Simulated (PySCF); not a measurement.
**InP−: from the state search to spectroscopic constants**

What are the lowest state that PBE0 finds, the bond length, vibrational wavenumber and bond energy of InP−, and how much do these hang on the method?

Program: PySCF 2.14.0. Level of theory: In def2-TZVPPD with ECP28, P def2-TZVPPD, scalar-relativistic core potentials. These are calculated values, not measurements.

3 further runs of the same task are left out: 3 set aside as unsound or not needed.

### 1 Input

A driver script around PySCF takes these settings:

```yaml
atoms: In, P
charge: -1
basis: In def2-TZVPPD with ECP28, P def2-TZVPPD
Hamiltonian: scalar-relativistic core potentials
basis_functions: 104
electrons_treated: 37
masses_in_u: 114.9039, 30.9738
levels: PBE0, PBE, r²SCAN, TPSS, B97-3, BP86, B2PLYP, revPBE, CAM-B3LYP, MP2, SCS-MP2, CCSD, CCSD(T)
grid: 80 radial by 434 angular points
occupations: held fixed by the projection of orbital angular momentum
dissociation_limit: In + P−, each in its ground configuration
starting_distance_in_angstrom: 2.555
values_of_2S_to_try: 1, 3
```

Command:

```console
> OMP_NUM_THREADS=2 python dia.py task.json out
```

The job searches for the state first and then visits each distance with every level. Its results follow level by level.

### 2 State search with unrestricted PBE0

At the starting distance of 2.555 Å the search finds these solutions (others can lie among them):

```csv
2Ms+1,unpaired,term,E (eV),⟨S²⟩,⟨Lz²⟩,μ (D)
2,π ↑,²Π,0.00,0.76,1.03,-4.75
2,σ ↑,²Σ⁺,0.28,0.77,0.00,-6.35
```

2 of 11 solutions are listed, lowest first. Solutions whose top level lies above zero are left out, so the zero of the table need not be the lowest of all.

A term symbol stands only where ⟨S²⟩ and ⟨Lz²⟩ are near those of a pure state. A positive dipole points from In to P; in an ion it is taken about the centre of mass and does not tell which atom is negative.

Followed over a short scan are these candidates:

```csv
2Ms+1,unpaired,R at minimum (Å),energy at minimum (eV)
2,π ↑,2.45,0.00
2,σ ↑,2.32,0.08
```

The search made 11 SCF attempts at the starting distance; with the short scans it took 53 s of wall time (2 threads of Arm Neoverse N1, shared host).

### 3 First curve: PBE0

State followed: ²Π (doublet), unpaired electrons π ↑. The scan is laid around 2.446 Å.

The SCF at the reference distance, 2.446 Å, printed:

```text
******** <class 'pyscf.dft.uks_symm.SymAdaptedUKS'> ********
method = SymAdaptedUKS
initial guess = minao
damping factor = 0
level_shift factor = 0
DIIS = <class 'pyscf.scf.diis.CDIIS'>
diis_start_cycle = 1
diis_space = 10
diis_damp = 0
SCF conv_tol = 1e-09
SCF conv_tol_grad = None
SCF max_cycles = 60
direct_scf = False
max_memory 4900 MB (current use 951 MB)
number electrons alpha = 19  beta = 18
XC library pyscf.dft.libxc version 7.0.0
    S. Lehtola, C. Steigemann, M. J.T. Oliveira, and M. A.L. Marques.,  SoftwareX 7, 1–5 (2018)
XC functionals = PBE0
    C. Adamo and V. Barone.,  J. Chem. Phys. 110, 6158 (1999)
    M. Ernzerhof and G. E. Scuseria.,  J. Chem. Phys. 110, 5029 (1999)
small_rho_cutoff = 0
Overwritten attributes  get_hcore get_jk get_j get_occ get_k  of <class 'pyscf.dft.uks_symm.SymAdaptedUKS'>
<class 'pyscf.dft.uks_symm.SymAdaptedUKS'> does not have attributes  refdm
Set gradient conv threshold to 3.16228e-05
init E= -531.370743494991
cycle= 1 E= -531.382567325696  delta_E= -0.0118  |g|= 0.0209  |ddm|= 0.144
cycle= 2 E= -531.382560101993  delta_E= 7.22e-06  |g|= 0.025  |ddm|= 0.0867
cycle= 3 E= -531.382879878425  delta_E= -0.00032  |g|= 0.00216  |ddm|= 0.0423
cycle= 4 E= -531.382881860392  delta_E= -1.98e-06  |g|= 0.00117  |ddm|= 0.0044
cycle= 5 E= -531.382883085512  delta_E= -1.23e-06  |g|= 0.000453  |ddm|= 0.00271
cycle= 6 E= -531.382883363975  delta_E= -2.78e-07  |g|= 0.00013  |ddm|= 0.00114
cycle= 7 E= -531.382883468012  delta_E= -1.04e-07  |g|= 8.34e-05  |ddm|= 0.000655
cycle= 8 E= -531.382883533175  delta_E= -6.52e-08  |g|= 4.28e-05  |ddm|= 0.00066
cycle= 9 E= -531.382883551323  delta_E= -1.81e-08  |g|= 1.32e-05  |ddm|= 0.000464
cycle= 10 E= -531.382883552446  delta_E= -1.12e-09  |g|= 3.62e-06  |ddm|= 0.000119
cycle= 11 E= -531.382883552486  delta_E= -3.96e-11  |g|= 7.25e-07  |ddm|= 1.64e-05
Extra cycle  E= -531.382883552485  delta_E= 9.09e-13  |g|= 1.14e-06  |ddm|= 3.75e-06
converged SCF energy = -531.382883552485  <S^2> = 0.76044396  2S+1 = 2.0104168
```

Points of the scan, energies from the lowest:

```csv
R (Å),E (eV),μ (D),Mulliken charge of In (e),Mayer bond order,⟨S²⟩,HOMO (eV),LUMO (eV)
2.1036,0.9055,-1.97,-0.49,2.32,0.76,-0.07,1.20
2.2014,0.3999,-2.59,-0.47,2.26,0.76,-0.14,1.35
2.2992,0.1238,-3.21,-0.46,2.21,0.76,-0.20,1.48
2.3726,0.0267,-3.67,-0.45,2.17,0.76,-0.23,1.57
2.4460,0.0000,-4.11,-0.45,2.14,0.76,-0.26,1.64
2.5194,0.0270,-4.55,-0.45,2.11,0.76,-0.18,1.71
2.6172,0.1239,-5.10,-0.45,2.07,0.77,-0.06,1.78
2.7395,0.3099,-5.72,-0.45,2.02,0.79,0.09,1.84
2.8863,0.5821,-6.24,-0.46,1.93,0.87,0.27,1.88
3.0820,0.9489,-6.29,-0.48,1.66,1.15,0.43,1.88
```

Constants from the curve: Re = 2.442 Å, ωe = 335 cm⁻¹, ωexe = 1.04 cm⁻¹, αe = 0.000499 cm⁻¹, Be = 0.1158 cm⁻¹, De = 3.18 eV, μ = -4.09 D.

Orbitals nearest the gap at 2.446 Å:

```csv
spin,orbital,ε (eV),filled,made of
β,π,-15.49,yes,In d 100 %
α,σ,-9.94,yes,P s 88 %
β,σ,-8.92,yes,"P s 84 %, In s 10 %"
α,σ,-4.20,yes,"In s 72 %, P p 19 %"
β,σ,-4.00,yes,"In s 72 %, P p 16 %, P s 11 %"
α,π,-1.48,yes,"P p 84 %, In p 13 %"
α,π,-0.61,yes,"P p 76 %, In p 21 %"
α,σ,-0.43,yes,"In p 41 %, P p 40 %, In s 11 %"
β,π,-0.29,yes,"P p 69 %, In p 28 %"
β,σ,-0.26,yes,"In p 44 %, P p 39 %, In s 8 %"
β,π,1.64,no,"In p 52 %, P p 46 %"
α,π,2.85,no,"In p 81 %, P p 8 %, In d 8 %"
α,π,3.08,no,"In p 72 %, In d 13 %, P p 13 %"
β,π,3.10,no,"In p 65 %, P p 17 %, In d 16 %"
```

Polarisability there: 207.9 bohr³ along the bond, 147.4 across it.

### 4 Orbitals, density and potential

The fields below are evaluated on a grid from the run's orbitals.

Frontier orbitals at PBE0 (alpha spin), with the share of their density that lies nearest to each atom:

```csv
orbital,energy (eV),lies on
HOMO,-0.43,In1 50 %; P2 50 %
LUMO,2.85,In1 86 %; P2 14 %
```

ELF in a plane through or near 2 of the atoms.

Values, 10 rows by 14 columns:
```
0.03 0.14 0.28 0.30 0.24 0.19 0.25 0.40 0.48 0.45 0.33 0.20 0.05 0.00
0.27 0.64 0.73 0.63 0.48 0.31 0.32 0.54 0.68 0.70 0.63 0.51 0.27 0.06
0.62 0.86 0.85 0.70 0.50 0.34 0.37 0.62 0.77 0.81 0.78 0.69 0.46 0.17
0.87 0.94 0.85 0.41 0.26 0.25 0.24 0.72 0.86 0.87 0.90 0.85 0.67 0.34
0.93 0.95 0.74 0.31 0.73 0.75 0.26 0.73 0.22 0.39 0.66 0.92 0.78 0.46
0.94 0.95 0.70 0.36 0.79 0.25 0.34 0.73 0.21 0.84 0.48 0.92 0.80 0.48
0.91 0.95 0.80 0.31 0.43 0.54 0.21 0.73 0.67 0.36 0.89 0.90 0.74 0.41
0.78 0.91 0.87 0.60 0.34 0.24 0.33 0.68 0.83 0.87 0.85 0.78 0.57 0.26
0.51 0.81 0.83 0.69 0.53 0.35 0.36 0.59 0.75 0.78 0.73 0.63 0.40 0.13
0.11 0.37 0.53 0.48 0.36 0.25 0.29 0.48 0.59 0.59 0.50 0.36 0.14 0.02
```
The map spans 7.6 Å across and 5.2 Å up, centred on the molecule. Atoms in the plane (x, y in Å): In1 (-1.2, 0.0), P2 (1.2, 0.0).

log10 of the density (e/Å³) in the same plane.

Ten even steps from ' ' (-3.6) to '@' (2.7):
```
  ............::::::::::::::::::::::::::..........      
........::::::::::::::::::::::::::::::::::::::......    
....::::::::::::------------------------::::::::......  
..::::::::------------------------------------::::::....
..::::::------------------------======--------::::::....
::::::------================================----::::::..
::::------======++++++++========++++++++======----::::..
::::----====++++********++====++++++++++++++====--::::..
::::----====++**########++++++++++**##**++++====----::::
::------==++++**########**++++++**@@@@**++++====----::::
::------==++++**########**++++++**@@@@**++++====----::::
::::----====++**######**++++++++++**##**++++====----::::
::::----====++++********++====++++++++++++++====--::::..
::::------======++++++++========++++++++======----::::..
::::::------================================----::::::..
..::::::------------------------======--------::::::....
..::::::::------------------------------------::::::....
....::::::::::::------------------------::::::::::....  
........::::::::::::::::::::::::::::::::::::::......    
  ............::::::::::::::::::::::::::..........      
```
The map spans 7.6 Å across and 5.2 Å up, centred on the molecule. Atoms in the plane (x, y in Å): In1 (-1.2, 0.0), P2 (1.2, 0.0).

On the surface of density 0.002 e/bohr³ the electrostatic potential runs, from the 1st to the 99th percentile, from -5.48 V near P2 to -3.13 V near In1.

The spin density lies nearest to P2 85 %; In1 15 %.

Core electrons inside the core potentials are missing from the density.

### 5 Excited determinants

State 2: ²Σ⁺ (doublet), unpaired electrons σ ↑, an excited solution.

Log of the SCF at 2.446 Å:

```text
[... 13 set-up lines left out, the same as in an earlier log ...]
max_memory 4900 MB (current use 986 MB)
[... 8 set-up lines left out, the same as in an earlier log ...]
init E= -531.36381674271
cycle= 1 E= -531.376043010426  delta_E= -0.0122  |g|= 0.0296  |ddm|=  0.1
cycle= 2 E= -531.372514268503  delta_E= 0.00353  |g|= 0.0736  |ddm|= 0.13
cycle= 3 E= -531.376589887147  delta_E= -0.00408  |g|= 0.0157  |ddm|= 0.0929
cycle= 4 E= -531.37677614238  delta_E= -0.000186  |g|= 0.00304  |ddm|= 0.0232
cycle= 5 E= -531.376785786395  delta_E= -9.64e-06  |g|= 0.000733  |ddm|= 0.00516
cycle= 6 E= -531.376787270693  delta_E= -1.48e-06  |g|= 0.000271  |ddm|= 0.00272
cycle= 7 E= -531.376787942389  delta_E= -6.72e-07  |g|= 0.000177  |ddm|= 0.0019
cycle= 8 E= -531.376788321207  delta_E= -3.79e-07  |g|= 0.000129  |ddm|= 0.00131
cycle= 9 E= -531.376788630285  delta_E= -3.09e-07  |g|= 9.56e-05  |ddm|= 0.00161
cycle= 10 E= -531.376788760406  delta_E= -1.3e-07  |g|= 1.97e-05  |ddm|= 0.00155
cycle= 11 E= -531.376788765141  delta_E= -4.74e-09  |g|= 8.58e-06  |ddm|= 0.000323
cycle= 12 E= -531.37678876531  delta_E= -1.69e-10  |g|= 1.71e-06  |ddm|= 4.86e-05
Extra cycle  E= -531.376788765295  delta_E= 1.5e-11  |g|= 4.49e-06  |ddm|= 9.08e-06
converged SCF energy = -531.376788765295  <S^2> = 0.76418991  2S+1 = 2.0141399
```

Re = 2.315 Å, ωe = 376 cm⁻¹, ωexe = 1.27 cm⁻¹, αe = 0.000599 cm⁻¹, Be = 0.1290 cm⁻¹, μ = -5.32 D. Its minimum lies 0.07 eV above that of the lowest state.

Energy (eV) from the lowest point of the lowest state:

```csv
R (Å),lowest,state 2
2.104,0.905,0.460
2.201,0.400,0.171
2.299,0.124,0.076
2.373,0.027,0.094
2.446,0.000,0.166
2.519,0.027,0.276
2.617,0.124,0.461
2.740,0.310,0.727
2.886,0.582,1.052
3.082,0.949,1.441
```

### 6 PBE (GGA)

Log of the SCF at 2.446 Å:

```text
[... 13 set-up lines left out, the same as in an earlier log ...]
max_memory 4900 MB (current use 987 MB)
[... 3 set-up lines left out, the same as in an earlier log ...]
XC functionals = PBE
    J. P. Perdew, K. Burke, and M. Ernzerhof.,  Phys. Rev. Lett. 77, 3865 (1996)
    J. P. Perdew, K. Burke, and M. Ernzerhof.,  Phys. Rev. Lett. 78, 1396 (1997)
    J. P. Perdew, K. Burke, and M. Ernzerhof.,  Phys. Rev. Lett. 77, 3865 (1996)
    J. P. Perdew, K. Burke, and M. Ernzerhof.,  Phys. Rev. Lett. 78, 1396 (1997)
[... 2 set-up lines left out, the same as in an earlier log ...]
init E= -531.359723085707
cycle= 1 E= -531.36100936157  delta_E= -0.00129  |g|= 0.0363  |ddm|= 0.294
cycle= 2 E= -531.352662667826  delta_E= 0.00835  |g|= 0.0964  |ddm|= 0.225
cycle= 3 E= -531.361755981876  delta_E= -0.00909  |g|= 0.0218  |ddm|= 0.185
cycle= 4 E= -531.36201352363  delta_E= -0.000258  |g|= 0.00188  |ddm|= 0.0346
cycle= 5 E= -531.362015768557  delta_E= -2.24e-06  |g|= 0.00111  |ddm|= 0.00755
cycle= 6 E= -531.362016974288  delta_E= -1.21e-06  |g|= 0.000251  |ddm|= 0.0017
cycle= 7 E= -531.362017040434  delta_E= -6.61e-08  |g|= 5.03e-05  |ddm|= 0.000531
cycle= 8 E= -531.362017047364  delta_E= -6.93e-09  |g|= 2.15e-05  |ddm|= 0.00025
cycle= 9 E= -531.362017048529  delta_E= -1.17e-09  |g|= 1.03e-05  |ddm|= 0.000105
cycle= 10 E= -531.362017048732  delta_E= -2.03e-10  |g|= 1.48e-06  |ddm|= 4.88e-05
Extra cycle  E= -531.362017048728  delta_E= 4.32e-12  |g|= 2.92e-06  |ddm|= 1.26e-05
converged SCF energy = -531.362017048728  <S^2> = 0.75773128  2S+1 = 2.0077164
```

Re = 2.473 Å, ωe = 313 cm⁻¹, ωexe = 1.03 cm⁻¹, αe = 0.000521 cm⁻¹, Be = 0.1129 cm⁻¹, De = 3.37 eV, μ = -3.93 D. 41 s of CPU time for 12 points, integrals apart.

### 7 r²SCAN (meta-GGA)

The SCF at the reference distance, 2.446 Å, printed:

```text
[... 17 set-up lines left out, the same as in an earlier log ...]
XC functionals = R2SCAN
    J. W. Furness, A. D. Kaplan, J. Ning, J. P. Perdew, and J. Sun.,  J. Phys. Chem. Lett. 11, 8208-8215 (2020)
    J. W. Furness, A. D. Kaplan, J. Ning, J. P. Perdew, and J. Sun.,  J. Phys. Chem. Lett. 11, 9248-9248 (2020)
    J. W. Furness, A. D. Kaplan, J. Ning, J. P. Perdew, and J. Sun.,  J. Phys. Chem. Lett. 11, 8208-8215 (2020)
    J. W. Furness, A. D. Kaplan, J. Ning, J. P. Perdew, and J. Sun.,  J. Phys. Chem. Lett. 11, 9248-9248 (2020)
[... 2 set-up lines left out, the same as in an earlier log ...]
init E= -531.555880075038
cycle= 1 E= -531.556358349257  delta_E= -0.000478  |g|= 0.022  |ddm|=  0.2
cycle= 2 E= -531.55263337491  delta_E= 0.00372  |g|= 0.0655  |ddm|= 0.133
cycle= 3 E= -531.556843083768  delta_E= -0.00421  |g|= 0.00313  |ddm|= 0.0952
cycle= 4 E= -531.556847993529  delta_E= -4.91e-06  |g|= 0.000748  |ddm|= 0.00569
cycle= 5 E= -531.556848411391  delta_E= -4.18e-07  |g|= 0.000443  |ddm|= 0.00263
cycle= 6 E= -531.556848764379  delta_E= -3.53e-07  |g|= 0.000125  |ddm|= 0.0017
cycle= 7 E= -531.556848833411  delta_E= -6.9e-08  |g|= 9.09e-05  |ddm|= 0.000786
cycle= 8 E= -531.556848884109  delta_E= -5.07e-08  |g|= 5.07e-05  |ddm|= 0.000934
cycle= 9 E= -531.556848894526  delta_E= -1.04e-08  |g|= 1.53e-05  |ddm|= 0.000491
cycle= 10 E= -531.556848894803  delta_E= -2.77e-10  |g|= 2.88e-06  |ddm|= 6.52e-05
Extra cycle  E= -531.556848894798  delta_E= 5.12e-12  |g|= 4.82e-06  |ddm|= 2.47e-05
converged SCF energy = -531.556848894798  <S^2> = 0.76558337  2S+1 = 2.0155231
```

Re = 2.448 Å, ωe = 329 cm⁻¹, ωexe = 1.12 cm⁻¹, αe = 0.000520 cm⁻¹, Be = 0.1153 cm⁻¹, De = 3.28 eV, μ = -3.92 D. 60 s of CPU time for 12 points, integrals apart.

### 8 TPSS (meta-GGA)

The SCF at the reference distance, 2.446 Å, printed:

```text
[... 13 set-up lines left out, the same as in an earlier log ...]
max_memory 4900 MB (current use 1005 MB)
[... 3 set-up lines left out, the same as in an earlier log ...]
XC functionals = TPSS
    J. Tao, J. P. Perdew, V. N. Staroverov, and G. E. Scuseria.,  Phys. Rev. Lett. 91, 146401 (2003)
    J. P. Perdew, J. Tao, V. N. Staroverov, and G. E. Scuseria.,  J. Chem. Phys. 120, 6898 (2004)
    J. Tao, J. P. Perdew, V. N. Staroverov, and G. E. Scuseria.,  Phys. Rev. Lett. 91, 146401 (2003)
    J. P. Perdew, J. Tao, V. N. Staroverov, and G. E. Scuseria.,  J. Chem. Phys. 120, 6898 (2004)
[... 2 set-up lines left out, the same as in an earlier log ...]
init E= -531.454349048492
cycle= 1 E= -531.455264223671  delta_E= -0.000915  |g|= 0.032  |ddm|= 0.162
cycle= 2 E= -531.454538963049  delta_E= 0.000725  |g|= 0.042  |ddm|= 0.123
cycle= 3 E= -531.455094550577  delta_E= -0.000556  |g|= 0.0243  |ddm|= 0.103
cycle= 4 E= -531.455626648492  delta_E= -0.000532  |g|= 0.00213  |ddm|= 0.04
cycle= 5 E= -531.455631280523  delta_E= -4.63e-06  |g|= 0.000567  |ddm|= 0.0062
cycle= 6 E= -531.455631586409  delta_E= -3.06e-07  |g|= 0.000165  |ddm|= 0.00102
cycle= 7 E= -531.455631636725  delta_E= -5.03e-08  |g|= 7.37e-05  |ddm|= 0.000627
cycle= 8 E= -531.455631654387  delta_E= -1.77e-08  |g|= 3.36e-05  |ddm|= 0.000408
cycle= 9 E= -531.455631657668  delta_E= -3.28e-09  |g|= 5.33e-06  |ddm|= 0.000198
cycle= 10 E= -531.455631657726  delta_E= -5.82e-11  |g|= 1.15e-06  |ddm|= 3.55e-05
Extra cycle  E= -531.455631657725  delta_E= 1.36e-12  |g|= 2.13e-06  |ddm|= 9.03e-06
converged SCF energy = -531.455631657725  <S^2> = 0.75824833  2S+1 = 2.0082314
```

Re = 2.467 Å, ωe = 317 cm⁻¹, ωexe = 1.03 cm⁻¹, αe = 0.000519 cm⁻¹, Be = 0.1136 cm⁻¹, De = 3.22 eV, μ = -3.98 D.

### 9 B97-3

Log of the SCF at 2.446 Å:

```text
[... 17 set-up lines left out, the same as in an earlier log ...]
XC functionals = HYB_GGA_XC_B97_3
    T. W. Keal and D. J. Tozer.,  J. Chem. Phys. 123, 121103 (2005)
[... 2 set-up lines left out, the same as in an earlier log ...]
init E= -531.516464484687
cycle= 1 E= -531.516921274379  delta_E= -0.000457  |g|= 0.0143  |ddm|= 0.151
cycle= 2 E= -531.51667263844  delta_E= 0.000249  |g|= 0.0204  |ddm|= 0.0633
cycle= 3 E= -531.517038682356  delta_E= -0.000366  |g|= 0.00594  |ddm|= 0.0432
cycle= 4 E= -531.517061865021  delta_E= -2.32e-05  |g|= 0.000583  |ddm|= 0.0102
cycle= 5 E= -531.517062220947  delta_E= -3.56e-07  |g|= 0.000165  |ddm|= 0.0023
cycle= 6 E= -531.517062277381  delta_E= -5.64e-08  |g|= 7.58e-05  |ddm|= 0.000878
cycle= 7 E= -531.517062286717  delta_E= -9.34e-09  |g|= 3.2e-05  |ddm|= 0.000203
cycle= 8 E= -531.517062291497  delta_E= -4.78e-09  |g|= 1.93e-05  |ddm|= 0.000174
cycle= 9 E= -531.517062293102  delta_E= -1.61e-09  |g|= 6.81e-06  |ddm|= 0.000101
cycle= 10 E= -531.517062293502  delta_E= -3.99e-10  |g|= 1.67e-06  |ddm|= 6.29e-05
Extra cycle  E= -531.517062293511  delta_E= -9.09e-12  |g|= 2.07e-06  |ddm|= 9.36e-06
converged SCF energy = -531.517062293511  <S^2> = 0.75761765  2S+1 = 2.0076032
```

Re = 2.467 Å, ωe = 326 cm⁻¹, ωexe = 0.977 cm⁻¹, αe = 0.000484 cm⁻¹, Be = 0.1135 cm⁻¹, De = 3.16 eV, μ = -4.30 D.

### 10 BP86 (GGA)

The SCF at the reference distance, 2.446 Å, printed:

```text
[... 17 set-up lines left out, the same as in an earlier log ...]
XC functionals = B88,P86
    A. D. Becke.,  Phys. Rev. A 38, 3098 (1988)
    J. P. Perdew.,  Phys. Rev. B 33, 8822 (1986)
[... 2 set-up lines left out, the same as in an earlier log ...]
init E= -531.669878208108
cycle= 1 E= -531.671330276451  delta_E= -0.00145  |g|= 0.0418  |ddm|= 0.311
cycle= 2 E= -531.658046391991  delta_E= 0.0133  |g|= 0.12  |ddm|= 0.257
cycle= 3 E= -531.672717943655  delta_E= -0.0147  |g|= 0.0198  |ddm|= 0.205
cycle= 4 E= -531.672857255805  delta_E= -0.000139  |g|= 0.00252  |ddm|= 0.0324
cycle= 5 E= -531.672861695484  delta_E= -4.44e-06  |g|= 0.00134  |ddm|= 0.00839
cycle= 6 E= -531.672863574077  delta_E= -1.88e-06  |g|= 0.000338  |ddm|= 0.00202
cycle= 7 E= -531.672863677637  delta_E= -1.04e-07  |g|= 5.84e-05  |ddm|= 0.000593
cycle= 8 E= -531.672863689746  delta_E= -1.21e-08  |g|= 3.17e-05  |ddm|= 0.000355
cycle= 9 E= -531.672863692073  delta_E= -2.33e-09  |g|= 1.44e-05  |ddm|= 0.00014
cycle= 10 E= -531.672863692475  delta_E= -4.02e-10  |g|= 2.13e-06  |ddm|= 6.91e-05
Extra cycle  E= -531.672863692465  delta_E= 1e-11  |g|= 4.33e-06  |ddm|= 1.82e-05
converged SCF energy = -531.672863692465  <S^2> = 0.7567655  2S+1 = 2.0067541
```

Re = 2.476 Å, ωe = 311 cm⁻¹, ωexe = 1.03 cm⁻¹, αe = 0.000524 cm⁻¹, Be = 0.1127 cm⁻¹, De = 3.32 eV, μ = -3.94 D.

### 11 B2PLYP (double hybrid)

Log of the SCF at 2.446 Å:

```text
[... 17 set-up lines left out, the same as in an earlier log ...]
XC functionals = 0.53*HF + 0.47*B88, 0.73*LYP
[... 1 set-up line left out, the same as in an earlier log ...]
    C. Lee, W. Yang, and R. G. Parr.,  Phys. Rev. B 37, 785 (1988)
    B. Miehlich, A. Savin, H. Stoll, and H. Preuss.,  Chem. Phys. Lett. 157, 200 (1989)
[... 2 set-up lines left out, the same as in an earlier log ...]
init E= -531.039288600387
cycle= 1 E= -531.040971790714  delta_E= -0.00168  |g|= 0.0148  |ddm|= 0.18
cycle= 2 E= -531.041042500233  delta_E= -7.07e-05  |g|= 0.00733  |ddm|= 0.0499
cycle= 3 E= -531.041069221453  delta_E= -2.67e-05  |g|= 0.00256  |ddm|= 0.0151
cycle= 4 E= -531.041075525148  delta_E= -6.3e-06  |g|= 0.00122  |ddm|= 0.00626
cycle= 5 E= -531.041077890827  delta_E= -2.37e-06  |g|= 0.000453  |ddm|= 0.00321
cycle= 6 E= -531.041079475046  delta_E= -1.58e-06  |g|= 0.000321  |ddm|= 0.0023
cycle= 7 E= -531.04108077189  delta_E= -1.3e-06  |g|= 0.000215  |ddm|= 0.00262
cycle= 8 E= -531.041081470691  delta_E= -6.99e-07  |g|= 0.000116  |ddm|= 0.00254
cycle= 9 E= -531.041081617511  delta_E= -1.47e-07  |g|= 4.89e-05  |ddm|= 0.00132
cycle= 10 E= -531.041081630557  delta_E= -1.3e-08  |g|= 1.54e-05  |ddm|= 0.000409
cycle= 11 E= -531.041081631501  delta_E= -9.43e-10  |g|= 3.36e-06  |ddm|= 0.000106
Extra cycle  E= -531.041081631548  delta_E= -4.67e-11  |g|= 2.09e-06  |ddm|= 1.48e-05
converged SCF energy = -531.041081631548  <S^2> = 0.7663781  2S+1 = 2.0163116
```

Re = 2.458 Å, ωe = 326 cm⁻¹, ωexe = 0.299 cm⁻¹, αe = 0.000454 cm⁻¹, Be = 0.1143 cm⁻¹, De = 3.18 eV, μ = -4.39 D. 78 s of CPU time for 12 points, integrals apart.

[end of part 1 of 2]
